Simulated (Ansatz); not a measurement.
# Hf3ZrS8: the cost of one run

Method: DFT PBE, scalar-relativistic, plane waves, PAW, in Ansatz 0.2.0.

1 further run of the same task is left out (set aside as unsound or not needed).

### 1 The starting structure

The structure is monoclinic, space group C2/m (No. 12). The conventional cell has a = 13.631 Å, b = 7.322 Å, c = 6.339 Å, α = 90.00°, β = 90.00°, γ = 90.00°. Zr (site symmetry 2/m) is surrounded by 6 S at 2.57 Å. Around Hf (site symmetry 2) lie 6 S at 2.56 Å. Hf (site symmetry 2/m) has 6 S at 2.56 Å as nearest neighbours. S (site symmetry m) is surrounded by 3 Hf at 2.56 Å. Around S (site symmetry m) lie 2 Hf at 2.56 Å and 1 Zr at 2.57 Å. S (site symmetry 1) is surrounded by 2 Hf at 2.56 Å and 1 Zr at 2.57 Å.

Structure file:

```
CELL_PARAMETERS angstrom
6.81570 -3.66117 0.00024
6.81570 3.66117 0.00024
-0.00075 0.00000 6.33891
ATOMIC_POSITIONS crystal
Zr 0.50000 0.50000 0.50000
Hf 0.24967 0.75033 0.00000
Hf 0.75033 0.24967 0.00000
Hf 0.00000 0.00000 0.50000
S 0.10601 0.10601 0.16698
S 0.60619 0.60619 0.16409
S 0.35447 0.85794 0.66778
S 0.85794 0.35447 0.66778
S 0.14206 0.64553 0.33222
S 0.64553 0.14206 0.33222
S 0.39381 0.39381 0.83591
S 0.89399 0.89399 0.83302
```

The cell was relaxed beforehand at this level, from a generated guess; it is a trial structure. At a tolerance of 0.02 Å it has space group C2/m (No. 12); it has 26.36 Å³/atom, an uncorrected energy of -1.57 eV/atom over the elements and, on its mesh, gap 1.19 eV.

### 2 Strained cells: the elastic tensor

input.yaml reads:

```yaml
crystal:
  lattice:
    - [6.8426239964, -3.6607738256, 0.0001265467]
    - [6.8426239964, 3.6607738256, 0.0001265467]
    - [-0.0008598166, 0.0, 6.3382243644]
  atoms:
    - { symbol: Zr, position: [0.5, 0.5, 0.5] }
    - { symbol: Hf, position: [0.2496783748, 0.7503216252, 0.0] }
    - { symbol: Hf, position: [0.7503216252, 0.2496783748, 0.0] }
    - { symbol: Hf, position: [0.0, 0.0, 0.5] }
    - { symbol: S, position: [0.105589797, 0.105589797, 0.166986722] }
    - { symbol: S, position: [0.6057798691, 0.6057798691, 0.1641064065] }
    - { symbol: S, position: [0.3540618457, 0.8575227023, 0.6677887486] }
    - { symbol: S, position: [0.8575227023, 0.3540618457, 0.6677887486] }
    - { symbol: S, position: [0.1424772977, 0.6459381543, 0.3322112514] }
    - { symbol: S, position: [0.6459381543, 0.1424772977, 0.3322112514] }
    - { symbol: S, position: [0.3942201309, 0.3942201309, 0.8358935935] }
    - { symbol: S, position: [0.894410203, 0.894410203, 0.833013278] }
basis:
  ecutwfc: 420
kpoints:
  mp_grid: { grid: [4, 4, 4] }
hamiltonian:
  xc: pbe
scf:
  occupations: { method: fixed }
output:
  forces: true
  stress: true
  eigenvalues: true
elastic:
  mode: relaxed_ion
  stencil: two_point
```

Run with:

```bash
$ ansatz run input.yaml --threads 4 --pin off --max-ram 8192MiB --backend cpu --events-out ev --progress --plain --runs-dir out
```

**Question.** How long does this run take on 4 threads of Intel Xeon at 2.70GHz, shared host, and how much memory does it need?

About 20 min, with a peak of 1.6 GiB.
